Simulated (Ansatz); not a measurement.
# ScO (sextet): from Hartree-Fock to the top rungs, def2-TZVPP

The task here is to estimate one member of a computed series from the others.

Method: def2-TZVPP, core rule «outside noble gas», up to 10 orbitals frozen; program: Ansatz 0.2.0, Gaussian basis.

Plan: UHF; ROHF; CCSD(T) on UHF.

## What is computed

The geometry is a PBE0/def2-TZVP stationary point (not a proven minimum) of the parent state, kept for this charge and spin.

2 atoms, charge 0, spin multiplicity 6.

Atoms are counted from 1 here; the program's logs count them from 0.

Bond lengths: Sc1–O2 1.945 Å.

Set-up of the first run:

Input file in.yaml:

```yaml
crystal:
  periodic: [false, false, false]
  atoms:
    - {symbol: Sc, position_ang: [0.000000, 0.000000, 0.000000]}
    - {symbol: O, position_ang: [0.000000, 0.000000, 1.944800]}
basis:
  gaussian: {orbitals: def2-TZVPP}
magnetization: {spin_polarized: true, initial_magnetization: 5}
hamiltonian: {xc: hf}
output: {orbitals: {seedname: orbitals}}
```

The run is started by

```sh
$ ansatz run in.yaml --threads 1 --pin off --events-out ev --progress --plain --max-ram 3968MiB --backend cpu
```

Among the steps run: UHF; ROHF; CCSD(T) on UHF.

One of the session's tables, all rows but one given; the rest of the session is left out.

```
  method  from UCCSD(T) (meV)
    ROHF              +5120.3
     UHF                    ?
    UMP2               +754.1
   UCCSD               +111.9
UCCSD(T)                    0
```

Q: Estimate the row for UHF from the others.

The run gave: from UCCSD(T) (meV): +4911.7. In the column «from UCCSD(T) (meV)» it lies between UMP2 (+754.1) and ROHF (+5120.3).

To keep in mind: Warnings: coupled cluster took another determinant than the lowest.
